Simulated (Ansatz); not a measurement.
# Si17H6Cl2: the cost of one run

Method: DFT LDA, plane waves, PAW, scalar-relativistic, no spin polarisation, in Ansatz 0.2.0.

## (1) The system as given

The cell holds 25 atoms (Cl2H6Si17): a = 7.679 Å, b = 7.679 Å, c = 17.869 Å, α = 90.00°, β = 90.00°, γ = 60.00°.

Its coordinates follow in the input file.

## (2) Relaxing the start

Contents of input.yaml:

```yaml
accuracy: low
crystal:
  lattice:
    - [7.67918, 0.0, 0.0]
    - [3.83959, 6.650365, 0.0]
    - [0.0, 0.0, 17.868765]
  atoms:
    - { symbol: H, position: [0.1666667, 0.1666667, 0.0559636] }
    - { symbol: H, position: [0.6666667, 0.1666667, 0.0559636] }
    - { symbol: H, position: [0.1666667, 0.6666667, 0.0559636] }
    - { symbol: H, position: [0.6666667, 0.6666667, 0.0559636] }
    - { symbol: Si, position: [0.1666667, 0.1666667, 0.1399089] }
    - { symbol: Si, position: [0.6666667, 0.1666667, 0.1399089] }
    - { symbol: Si, position: [0.1666667, 0.6666667, 0.1399089] }
    - { symbol: Si, position: [0.6666667, 0.6666667, 0.1399089] }
    - { symbol: Si, position: [-0.1666667, 0.3333333, 0.1837706] }
    - { symbol: Si, position: [0.3333333, 0.3333333, 0.1837706] }
    - { symbol: Si, position: [-0.1666667, 0.8333333, 0.1837706] }
    - { symbol: Si, position: [0.3333333, 0.8333333, 0.1837706] }
    - { symbol: Si, position: [-0.1666667, 0.3333333, 0.3153554] }
    - { symbol: Si, position: [0.3333333, 0.3333333, 0.3153554] }
    - { symbol: Si, position: [-0.1666667, 0.8333333, 0.3153554] }
    - { symbol: Si, position: [0.3333333, 0.8333333, 0.3153554] }
    - { symbol: Si, position: [0.0, 0.0, 0.359217] }
    - { symbol: Si, position: [0.5, 0.0, 0.359217] }
    - { symbol: Si, position: [0.0, 0.5, 0.359217] }
    - { symbol: Si, position: [0.5, 0.5, 0.359217] }
    - { symbol: H, position: [0.0, 0.5, 0.4403642] }
    - { symbol: H, position: [0.5, 0.5, 0.4403642] }
    - { symbol: Si, position: [0.4685964, 0.0333684, 0.4851351] }
    - { symbol: Cl, position: [0.2184326, 0.1626941, 0.5549776] }
    - { symbol: Cl, position: [0.7187603, -0.0959572, 0.5549776] }
basis:
  ecutwfc: 420.0
kpoints:
  mp_grid: { grid: [2, 2, 1] }
hamiltonian:
  xc: lda
  pseudopotentials: { kind: paw, azcp: { folder: soft_1 } }
scf:
  occupations: { method: fermi_dirac, width: 0.02 }
  lower_state_search: "off"
relax:
  f_tol: 0.08
  max_steps: 25
  adjacent_minimum: "off"
  constraints: [{ sites: [0, 1, 2, 3, 4, 5, 6, 7] }]
```

On the command line:

```
$ ansatz run input.yaml --threads 1 --pin off --max-ram 3072MiB --backend cpu --events-out ev --progress --plain --runs-dir out
```

Q: Estimate wall time and peak memory on 1 thread of Arm Neoverse V1, shared host.

About 4.1 min, with a peak of 0.82 GiB.
